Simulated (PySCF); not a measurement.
# ErH3S3 (Er(SH)3): the cost of one run

Computed with PySCF 2.14.0. Level: PBE0, Er lcecp-1-SVP with ECP57, S def2-SVP, H def2-SVP; scalar-relativistic core potentials, no spin–orbit coupling.

2 further runs of the same task are left out: 1 for a known fault of the program, 1 that didn't finish.

## Step 1: The system as given

7 atoms, charge 0, spin multiplicity 1.

Bond lengths: Er1–S2 2.681 Å, Er1–S4 2.681 Å, Er1–S6 2.681 Å, S2–H3 1.341 Å, S4–H5 1.341 Å, S6–H7 1.341 Å. Angles: S2–Er1–S4 120.0°, S2–Er1–S6 120.0°, S4–Er1–S6 120.0°, Er1–S2–H3 104.2°, Er1–S4–H5 104.2°, Er1–S6–H7 104.2°.

As a file:

```xyz
7
ErH3S3
Er    0.0000    0.0000    0.0000
S     2.6814    0.0000    0.0000
H     3.0114    0.0000    1.3000
S    -1.3407    2.3221    0.0000
H    -1.5057    2.6079    1.3000
S    -1.3407   -2.3221    0.0000
H    -1.5057   -2.6079    1.3000
```

Formal oxidation states: Er +3. Each metal's 11 4f electrons lie in its core potential, so multiplicities, spins and levels count the valence alone.

## Step 2: SCF at the start, singlet

Contents of run.py (the lines that set the calculation):

```python
mol = gto.M(atom='''
Er     0.00000     0.00000     0.00000
S      2.68140     0.00000     0.00000
H      3.01140     0.00000     1.30000
S     -1.34070     2.32210     0.00000
H     -1.50570     2.60790     1.30000
S     -1.34070    -2.32210     0.00000
H     -1.50570    -2.60790     1.30000''',
    basis={'Er': 'lcecp-1-SVP', 'S': 'def2-SVP', 'H': 'def2-SVP'},
    ecp={'Er': 'lcecp-1-SVP'},
    charge=0, spin=0)
mf = dft.RKS(mol, xc='PBE0')
mf.grids.atom_grid = (50, 194)  # f atoms: unpruned, at least (60, 302)
mf = mf.density_fit()  # fitting sets: Er AutoAux, S def2-universal-JKFIT, H def2-universal-JKFIT
mf.conv_tol = 1e-08; mf.max_cycle = 55
mf.kernel(dm0)  # dm0: free metal ions and neutral atoms
```

Launch:

```
$ OMP_NUM_THREADS=2 python run.py
```

What time and memory should one allow on 2 threads of Arm Neoverse V1, shared host?

About 3.2 s, with a peak of 0.55 GiB.
